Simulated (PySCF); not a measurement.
# A diatomic session: KLi−

One table from this session's results is given with a row withheld; the runs are named, their logs left out.

Program: PySCF 2.14.0. Level of theory: K aug-pcseg-1, Li aug-pcseg-1, no relativity. These are calculated values, not measurements.

4 further runs of the same task are left out: 4 set aside as unsound or not needed.

The first run:

A driver script around PySCF takes these settings:

```yaml
atoms: K, Li
charge: -1
basis: K aug-pcseg-1, Li aug-pcseg-1
Hamiltonian: no relativity
basis_functions: 46
electrons_treated: 23
masses_in_u: 38.9637, 7.0160
levels: PBE0, PBE, r²SCAN, B2PLYP, LDA, r²SCAN0, MP2, SCS-MP2, CCSD, CCSD(T)
grid: 80 radial by 434 angular points
occupations: held fixed by the projection of orbital angular momentum
dissociation_limit: K + Li−, each in its ground configuration
starting_distance_in_angstrom: 3.330
values_of_2S_to_try: 1, 3
```

Launch:

```console
OMP_NUM_THREADS=1 python dia.py task.json out
```

Among the steps run: Set-up; First curve: PBE0; PBE (GGA); r²SCAN (meta-GGA); B2PLYP; LDA (local density); r²SCAN0 (hybrid meta-GGA); Correlated methods on the Hartree–Fock reference.

One table of the session follows, with a row left open; its other results are not shown here.

It belongs to the step «The curves together». Energy (eV) from each level's lowest point:

| R (Å) | ROHF-MP2 | ROHF-SCS-MP2 | ROHF-CCSD | ROHF-CCSD(T) | LDA |
| --- | --- | --- | --- | --- | --- |
| 3.275 | 0.084 | 0.087 | n/a | n/a | 0.048 |
| 3.427 | 0.039 | 0.040 | 0.040 | 0.038 | 0.017 |
| 3.579 | 0.012 | 0.014 | 0.014 | 0.012 | 0.002 |
| 3.694 | ? | ? | ? | ? | ? |
| 3.808 | 0.000 | 0.000 | 0.000 | 0.000 | 0.003 |
| 3.922 | 0.003 | 0.002 | 0.002 | 0.003 | 0.011 |
| 4.075 | 0.013 | 0.012 | 0.011 | 0.012 | 0.026 |
| 4.265 | 0.033 | 0.031 | 0.030 | 0.033 | 0.050 |
| 4.493 | 0.064 | 0.062 | 0.060 | 0.064 | 0.083 |
| 4.798 | 0.112 | 0.109 | n/a | n/a | 0.129 |

**Question.** Estimate the row for R (Å) = 3.694.

Worked estimate for «ROHF-MP2». A straight line through the neighbours (3.579, 0.012) and (3.808, 0.000) gives 0.012 + (0.000 − 0.012) × (3.694 − 3.579) / (3.808 − 3.579) = 0.006; a parabola fitted to 4 rows on both sides gives 0.002.

The run gave: ROHF-MP2: 0.003; ROHF-SCS-MP2: 0.003; ROHF-CCSD: 0.004; ROHF-CCSD(T): 0.003; LDA: 0.000. In «ROHF-MP2» the line misses by +0.003 and the parabola by -0.001.
